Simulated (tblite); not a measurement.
# CH10F2Si4: the cost of one run

The runs use tblite 0.8.0 and PySCF 2.14.0, with density-fitted response routines of our own; the level of theory stands in each step. All values are computed, except where a source is named. Atoms are numbered from 0 throughout.

### Step 1. The molecule as given

17 atoms, charge 0, multiplicity 1; geometry from: force field or distance geometry start.

Bonds of the start (Å): F0–C1 1.37, C1–Si2 1.83, Si2–Si3 2.28, Si3–Si4 2.29, Si4–F5 1.60, Si4–Si6 2.30, C1–H7 1.08, C1–H8 1.11, Si2–H9 1.50, Si2–H10 1.49, Si3–H11 1.48, Si3–H12 1.51, Si4–H13 1.49, Si6–H14 1.49, Si6–H15 1.47, Si6–H16 1.49.

### Step 2. Geometry optimisation with GFN2-xTB

What the job is given:

```
{"job": {"kind": "relax", "xc": "GFN2-xTB", "basis": "xTB"}, "charge": 0, "multiplicity": 1}
F     -1.533500     1.081000     1.192800
C     -2.353100     0.107900     0.690300
Si    -1.582300    -0.581400    -0.824500
Si     0.377300    -1.624600    -0.320200
Si     1.658700    -0.264800     1.007900
F      0.975300    -0.081500     2.440500
Si     1.926100     1.741000    -0.095400
H     -3.319000     0.558700     0.508600
H     -2.469100    -0.652800     1.484400
H     -2.518000    -1.552400    -1.472600
H     -1.330200     0.493000    -1.828200
H      1.100900    -1.988400    -1.563800
H      0.081400    -2.912000     0.404700
H      2.994500    -0.902700     1.212000
H      0.616200     2.387100    -0.396200
H      2.612200     1.511500    -1.378500
H      2.755400     2.692400     0.701300
```

Command:

```console
$ OMP_NUM_THREADS=1 python probes_run.py task.json out
```

One launch serves the whole session: the jobs run in the order shown.

**Question.** How long does this first job take on 1 thread of Arm Neoverse N1, shared host?

About 2.9 s.
